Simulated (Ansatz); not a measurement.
# CH7BFNSi: one species, many methods

An exercise on one series of results from a longer session: the logs are not shown, and one member is left open.

Computed with Ansatz 0.2.0, Gaussian basis. Level: functionals in def2-TZVPP, the program's frozen cores in correlated methods.

Plan: PBE-D4, r2SCAN-D4, PBE0-D4, B3LYP-D4, ωB97X-V, ωB97M-V, B2PLYP; CCSD(T)/def2-TZVPP; MP2/def2-QZVPP; extrapolation to the limit.

## The geometry

The geometry comes from an earlier relaxation with PBE0-D4 in a triple-zeta def2 set; it is a stationary point, not always the lowest conformer.

12 atoms, charge 0, spin multiplicity 1.

Atoms are counted from 1 here; the program's logs count them from 0.

Bond lengths: C1–N2 1.443 Å, C1–H6 1.089 Å, C1–H7 1.094 Å, C1–H8 1.094 Å, N2–B3 1.390 Å, N2–H9 1.011 Å, B3–F4 1.349 Å, B3–Si5 2.032 Å, Si5–H10 1.490 Å, Si5–H11 1.490 Å, Si5–H12 1.490 Å. Angles: N2–C1–H6 109.6°, N2–C1–H7 111.4°, N2–C1–H8 111.5°, H6–C1–H7 108.0°, H6–C1–H8 108.0°, H7–C1–H8 108.2°, C1–N2–B3 128.7°, C1–N2–H9 114.5°, B3–N2–H9 116.8°, N2–B3–F4 116.6°, N2–B3–Si5 126.8°, F4–B3–Si5 116.5°, B3–Si5–H10 113.8°, B3–Si5–H11 109.9°, B3–Si5–H12 109.9°, H10–Si5–H11 107.6°, H10–Si5–H12 107.7°, H11–Si5–H12 107.7°.

Coordinates:

```xyz
12
CH7BFNSi
C    -1.3767    1.0185    0.3405
N    -0.9656   -0.3107    0.7219
B     0.1867   -1.0003    0.3643
F     0.3265   -2.2449    0.8665
Si    1.6841   -0.3316   -0.8359
H    -0.6262    1.4592   -0.3146
H    -2.3289    1.0035   -0.1979
H    -1.4879    1.6688    1.2132
H    -1.6132   -0.7916    1.3314
H     1.4764    1.0545   -1.3427
H     1.8256   -1.2275   -2.0176
H     2.9763   -0.3530   -0.0950
```

Set-up of the first run:

Contents of in.yaml:

```yaml
crystal:
  periodic: [false, false, false]
  atoms:
    - {symbol: C, position_ang: [-1.376732, 1.018545, 0.340492]}
    - {symbol: N, position_ang: [-0.965575, -0.310744, 0.721929]}
    - {symbol: B, position_ang: [0.186679, -1.000312, 0.364338]}
    - {symbol: F, position_ang: [0.326538, -2.244905, 0.866512]}
    - {symbol: Si, position_ang: [1.684099, -0.331593, -0.835874]}
    - {symbol: H, position_ang: [-0.626153, 1.459192, -0.314565]}
    - {symbol: H, position_ang: [-2.328891, 1.003453, -0.197925]}
    - {symbol: H, position_ang: [-1.487915, 1.668818, 1.213189]}
    - {symbol: H, position_ang: [-1.613207, -0.791629, 1.331418]}
    - {symbol: H, position_ang: [1.476367, 1.054457, -1.342668]}
    - {symbol: H, position_ang: [1.825560, -1.227476, -2.017611]}
    - {symbol: H, position_ang: [2.976328, -0.353004, -0.095035]}
basis:
  gaussian: {orbitals: def2-TZVPP}
hamiltonian: {xc: pbe, dispersion: d4}
output: {forces: true, orbitals: {seedname: orbitals}}
```

Started as:

```
$ ansatz run in.yaml --threads 4 --pin off --events-out ev --progress --plain --max-ram 10444MiB
```

Among the steps run: PBE-D4 (GGA); r2SCAN-D4 (meta-GGA); PBE0-D4 (hybrid); B3LYP-D4 (hybrid); ωB97X-V (range-separated); ωB97M-V (range-separated); B2PLYP (double hybrid); CCSD(T) in def2-TZVPP; MP2 in def2-QZVPP.

One of the session's tables, all rows but one given; the rest of the session is left out.

| method | atomisation energy (eV) |
| --- | --- |
| PBE-D4 | 46.371 |
| r2SCAN-D4 | 45.732 |
| PBE0-D4 | 45.674 |
| B3LYP-D4 | 45.840 |
| ωB97X-V | 45.886 |
| ωB97M-V | 45.835 |
| B2PLYP | 45.278 |
| HF/def2-TZVPP | ? |
| MP2/def2-TZVPP | 44.971 |
| CCSD/def2-TZVPP | 43.896 |
| CCSD(T)/def2-TZVPP | 44.458 |
| MP2/CBS | 46.093 |
| CCSD(T)/CBS | 45.580 |

Q: Estimate the row for HF/def2-TZVPP from the others.

As computed: atomisation energy (eV): 34.046. In the column «atomisation energy (eV)» it is the lowest.

Limits of these values: Free atoms (1 C, 1 N, 1 B, 1 F, 1 Si, 7 H) were run apart at each level; the atomisation energy is their sum less the molecule, without zero-point or spin-orbit terms.
